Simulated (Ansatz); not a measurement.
# CH4AlFOSn: the cost of one run

Program: Ansatz 0.2.0. Level of theory: RKS LDA/def2-SVP. These are calculated values, not measurements.

## 1. The system as given

Bond lengths: F1–Al2 1.824 Å, Al2–O3 1.861 Å, O3–C4 1.357 Å, Al2–Sn5 2.552 Å, C4–Sn5 2.161 Å, C4–H6 1.172 Å, C4–H7 1.082 Å, Sn5–H8 1.712 Å, Sn5–H9 1.805 Å. Angles (14 of 16 angles, heavy atoms first): F1–Al2–O3 133.1°, F1–Al2–Sn5 130.6°, O3–Al2–Sn5 79.9°, Al2–O3–C4 105.5°, O3–C4–Sn5 107.9°, Al2–Sn5–C4 65.8°, O3–C4–H6 107.9°, O3–C4–H7 115.2°, Sn5–C4–H6 106.1°, Sn5–C4–H7 110.4°, Al2–Sn5–H8 115.5°, Al2–Sn5–H9 114.9°, C4–Sn5–H8 116.1°, C4–Sn5–H9 112.9°.

Coordinates:

```xyz
9

F     0.3622   -3.2148   -0.9362
Al    0.7632   -1.5074   -0.4349
O     0.9061    0.0928   -1.3741
C     0.1644    0.9910   -0.6774
Sn   -0.4178    0.0687    1.1882
H    -0.8285    1.1766   -1.2723
H     0.6445    1.9429   -0.4947
H    -2.0937   -0.2099    1.3999
H     0.5880    0.6138    2.5843
```

## 2. End point A

The input, input.yaml:

```yaml
crystal:
  periodic: [false, false, false]
  atoms:
    - { symbol: F, position_ang: [0.3622, -3.2148, -0.9362] }
    - { symbol: Al, position_ang: [0.7632, -1.5074, -0.4349] }
    - { symbol: O, position_ang: [0.9061, 0.0928, -1.3741] }
    - { symbol: C, position_ang: [0.1644, 0.991, -0.6774] }
    - { symbol: Sn, position_ang: [-0.4178, 0.0687, 1.1882] }
    - { symbol: H, position_ang: [-0.8285, 1.1766, -1.2723] }
    - { symbol: H, position_ang: [0.6445, 1.9429, -0.4947] }
    - { symbol: H, position_ang: [-2.0937, -0.2099, 1.3999] }
    - { symbol: H, position_ang: [0.588, 0.6138, 2.5843] }
basis:
  gaussian: { orbitals: def2-SVP }
hamiltonian:
  xc: lda
relax:
  f_tol: 0.02
  max_steps: 50
```

The run is started by

```
$ ansatz run input.yaml --threads 2 --pin off --max-ram 3072MiB --backend cpu --events-out ev --progress --plain --runs-dir out
```

**Question.** How long does this run take on 2 threads of Intel Xeon Platinum 8375C at 2.90GHz (Ice Lake), shared host, and how much memory does it need?

About 13 s, with a peak of 0.2 GiB.
